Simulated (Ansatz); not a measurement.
Debugging a rigid scan of one bond angle of BClH3NS, SMILES NB(S)Cl (Ansatz 0.2.0 through its Python package).

The script, `bclh3ns_bend.py`:
```python
import ansatz as az
from ase import Atoms

atoms = Atoms(["N", "B", "S", "Cl", "H", "H", "H"], positions=[
    (-0.5499, 1.0408, -0.2457),
    (-0.3743, -0.4144, -0.1225),
    (0.8311, -1.0714, 1.1235),
    (-1.2255, -1.5721, -1.2022),
    (0.33, 1.5115, -0.4883),
    (-0.8948, 1.4531, 0.6791),
    (1.9445, -1.0155, 0.2104),
])

first = az.Crystal.molecule_from_ase(atoms).calculation()
first = first.basis(gaussian="cc-pVDZ")
first = first.stress()
first = first.functional("pbe0")
first = first.relax(force_tolerance=0.02, max_steps=30)
atoms.positions = first.run(threads=1, pin="off").report["positions_ang"]

rows = []
for angle in [85, 95, 105, 115, 125, 140, 160]:
    bent = atoms.copy()
    bent.set_angle(1, 2, 6, angle, indices=[6])
    setup = (
        az.Crystal.molecule_from_ase(bent).calculation()
        .basis(gaussian="cc-pVDZ")
        .correlation("mp2")
        .stress()
    )
    rows.append((angle, setup.run(threads=1, pin="off").report["free_energy_ev"]))
floor = min(e for _, e in rows)
for angle, e in rows:
    print(f"angle B1-S2-H6 = {angle:3d} deg   {1000 * (e - floor):9.1f} meV")
```

Running `python bclh3ns_bend.py` prints:
```text
Traceback (most recent call last):
  File "bclh3ns_bend.py", line 19, in <module>
    atoms.positions = first.run(threads=1, pin="off").report["positions_ang"]
                      ~~~~~~~~~^^^^^^^^^^^^^^^^^^^^^^
  ...
ansatz.RefusalError: invalid value for `basis.gaussian`: such a run doesn't read output.stress; remove what it names
```
(Library frames cut from the traceback.)

Find the fault and give the corrected script.

The fault: a molecule has no stress. Mended:

```diff
--- before
+++ after
@@ -15,5 +15,4 @@
 first = first.basis(gaussian="cc-pVDZ")
-first = first.stress()
 first = first.functional("pbe0")
-first = first.relax(force_tolerance=0.02, max_steps=30)
+first = first.relax(force_tolerance=0.02, max_steps=80)
 atoms.positions = first.run(threads=1, pin="off").report["positions_ang"]
@@ -28,3 +27,2 @@
         .correlation("mp2")
-        .stress()
     )
```

After the fix:

```console
$ python bclh3ns_bend.py
angle B1-S2-H6 =  85 deg        77.0 meV
angle B1-S2-H6 =  95 deg         0.0 meV
angle B1-S2-H6 = 105 deg        57.1 meV
angle B1-S2-H6 = 115 deg       234.2 meV
angle B1-S2-H6 = 125 deg       514.4 meV
angle B1-S2-H6 = 140 deg      1075.5 meV
angle B1-S2-H6 = 160 deg      1876.1 meV
```

What to keep in mind:
- The scan is rigid, and the energies are electronic, in a modest basis. The zero is the lowest point of the grid, which needn't be the minimum.
- The start is relaxed with a density functional and scanned with the wavefunction method, so it isn't exactly that method's minimum.
- Run time: 56 s on 1 thread of Arm Neoverse V2, on a shared host, peak memory 0.23 GiB.
